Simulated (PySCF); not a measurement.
# UCAM-B3LYP/cc-pVDZ run of C2H2FGe (SMILES C#[C][GeH][F])

Aim: the energy change on altering one bond length of C2H2FGe at UCAM-B3LYP/cc-pVDZ, from 2 runs. Input form: a Python script.

The results are computed with PySCF 2.14.0.

2 further runs of the same task are left out: 2 set aside as unsound or not needed.

### 1 The system as given

C2H2FGe: 6 atoms, total charge 0, spin state doublet. As SMILES, `C#[C][GeH][F]`. The coordinates come from a PBE0-D4/def2-TZVP relaxation.

Bond lengths: C1–C2 1.208 Å, C2–Ge3 1.890 Å, Ge3–F4 1.742 Å, C1–H5 1.066 Å, Ge3–H6 1.546 Å. Angles: C1–C2–Ge3 172.4°, C2–Ge3–F4 106.6°, C2–C1–H5 178.7°, C2–Ge3–H6 112.0°, F4–Ge3–H6 106.4°.

### 2 The energy at UCAM-B3LYP/cc-pVDZ

calc.py reads:

```python
# C#[C][GeH][F]
from pyscf import gto, dft

molecule = gto.M(
    atom=[
    ('C', (-0.259200, 0.074500, -1.769000)),
    ('C', (0.006200, 0.034600, -0.591400)),
    ('Ge', (0.661100, -0.021100, 1.180400)),
    ('F', (-0.021800, -1.442400, 1.919600)),
    ('H', (-0.516900, 0.107000, -2.803300)),
    ('H', (0.172500, 1.183400, 2.017600)),
],
    max_memory=1860,
    verbose=3,
    charge=0,
    basis='cc-pvdz',
    spin=1,
)

mf = dft.UKS(molecule)
mf.xc = 'cam-b3lyp'
mf.conv_tol = 1e-10
mf.grids.level = 5
mf.kernel()
if not mf.converged:
    mf = mf.newton().run(mf.mo_coeff, mf.mo_occ)

etot = mf.e_tot
print('E = %.10f Eh' % etot)
```

Started as:

```bash
$ OMP_NUM_THREADS=1 python calc.py
```

The program printed:

```text
converged SCF energy = -2254.20194989766  <S^2> = 0.75452793  2S+1 = 2.0045228
E = -2254.2019498977 Eh
```

It took 49 s on 1 thread of Arm Neoverse V2, shared host; peak memory 0.43 GiB.

### 3 The distorted shape

input.xyz reads:

```xyz
6
C2H2FGe
C     -0.112633    -0.286817    -2.020137
C      0.152767    -0.326717    -0.842537
Ge     0.807667    -0.382417     0.929263
F      0.124767    -1.803717     1.668463
H     -0.370333    -0.254317    -3.054437
H      0.172500     1.183400     2.017600
```

run.py reads:

```python
from pyscf import gto, dft

system = gto.Mole()
system.atom = 'input.xyz'
system.spin = 1
system.basis = 'cc-pvdz'
system.verbose = 3
system.max_memory = 1860
system.build()

mf = dft.UKS(system)
mf.xc = 'cam-b3lyp'
mf.conv_tol = 1e-10
mf.grids.level = 5
mf.kernel()
if not mf.converged:
    mf = mf.newton().run(mf.mo_coeff, mf.mo_occ)

e_tot = mf.e_tot
print('E(%s) = %.9f' % ('CAM-B3LYP', e_tot))
```

Started as:

```bash
$ OMP_NUM_THREADS=1 python run.py
```

The program printed:

```text
WARN: HOMO -0.188665522103102 >= LUMO -0.188665522103104

converged SCF energy = -2254.17031685401  <S^2> = 0.77099936  2S+1 = 2.0208903
E(CAM-B3LYP) = -2254.170316854
```

Wall time 49 s (1 thread of Arm Neoverse V2, shared host); peak memory 0.43 GiB.

### 4 Outcome

Level: UCAM-B3LYP/cc-pVDZ.

```
                                                          quantity           value
                                         first shape: total energy  -2254.20195 Eh
                                        first shape: dipole moment          2.24 D
                   first shape: HOMO energy (highest over α and β)        -7.85 eV
                    first shape: LUMO energy (lowest over α and β)        -2.34 eV
                                                 first shape: ⟨S²⟩           0.755
                                     distorted shape: total energy  -2254.17032 Eh
                                    distorted shape: dipole moment          2.33 D
               distorted shape: HOMO energy (highest over α and β)        -8.07 eV
                distorted shape: LUMO energy (lowest over α and β)        -2.67 eV
                                             distorted shape: ⟨S²⟩           0.771
energy change with the Ge3–H6 bond stretched from 1.546 to 2.010 Å        0.861 eV
```

With the Ge3–H6 bond stretched from 1.546 to 2.010 Å the energy rises by 0.86 eV (83.1 kJ/mol). The first shape isn't relaxed at this level, so the change isn't measured from a minimum. Mulliken charges (distorted shape) run from -0.35 on F4 to +0.48 on Ge3.
